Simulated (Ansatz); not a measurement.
# C3H5FSi: the cost of one run

Program: Ansatz 0.2.0. Level of theory: RKS r2SCANh-D4/def2-SVP. These are calculated values, not measurements.

### Step 1. The starting structure

Bond lengths: C1–C2 1.272 Å, C2–Si3 1.698 Å, C2–C4 1.453 Å, C4–F5 1.449 Å, C1–H6 1.125 Å, C1–H7 1.121 Å, Si3–H8 1.442 Å, Si3–H9 1.544 Å, C4–H10 1.024 Å. Angles: C1–C2–Si3 134.7°, C1–C2–C4 128.9°, Si3–C2–C4 96.3°, C2–C1–H6 125.8°, C2–C1–H7 122.6°, H6–C1–H7 111.5°, C2–Si3–H8 120.0°, C2–Si3–H9 114.9°, H8–Si3–H9 111.3°, C2–C4–F5 113.4°, C2–C4–H10 122.6°, F5–C4–H10 112.4°.

As a file:

```xyz
10

C    -0.7129    1.5161    0.0370
C    -0.1632    0.3694    0.0108
Si   -0.1700   -0.9826    1.0384
C     0.7869   -0.1644   -0.9505
F     0.1879   -1.0740   -1.9067
H    -1.4237    1.8874    0.8265
H    -0.5831    2.2672   -0.7853
H    -0.7043   -2.2383    0.5739
H     1.1274   -1.1906    1.8491
H     1.7381   -0.4415   -0.6904
```

### Step 2. End point A

Contents of input.yaml:

```yaml
crystal:
  periodic: [false, false, false]
  atoms:
    - { symbol: C, position_ang: [-0.7129, 1.5161, 0.037] }
    - { symbol: C, position_ang: [-0.1632, 0.3694, 0.0108] }
    - { symbol: Si, position_ang: [-0.17, -0.9826, 1.0384] }
    - { symbol: C, position_ang: [0.7869, -0.1644, -0.9505] }
    - { symbol: F, position_ang: [0.1879, -1.074, -1.9067] }
    - { symbol: H, position_ang: [-1.4237, 1.8874, 0.8265] }
    - { symbol: H, position_ang: [-0.5831, 2.2672, -0.7853] }
    - { symbol: H, position_ang: [-0.7043, -2.2383, 0.5739] }
    - { symbol: H, position_ang: [1.1274, -1.1906, 1.8491] }
    - { symbol: H, position_ang: [1.7381, -0.4415, -0.6904] }
basis:
  gaussian: { orbitals: def2-SVP }
hamiltonian:
  xc: r2scanh
  dispersion: d4
relax:
  f_tol: 0.015
  max_steps: 40
```

Command:

```bash
ansatz run input.yaml --threads 2 --pin off --max-ram 3072MiB --backend cpu --events-out ev --progress --plain --runs-dir out
```

Q: Estimate wall time and peak memory on 2 threads of Arm Neoverse V2, shared host.

About 64 s, with a peak of 0.23 GiB.
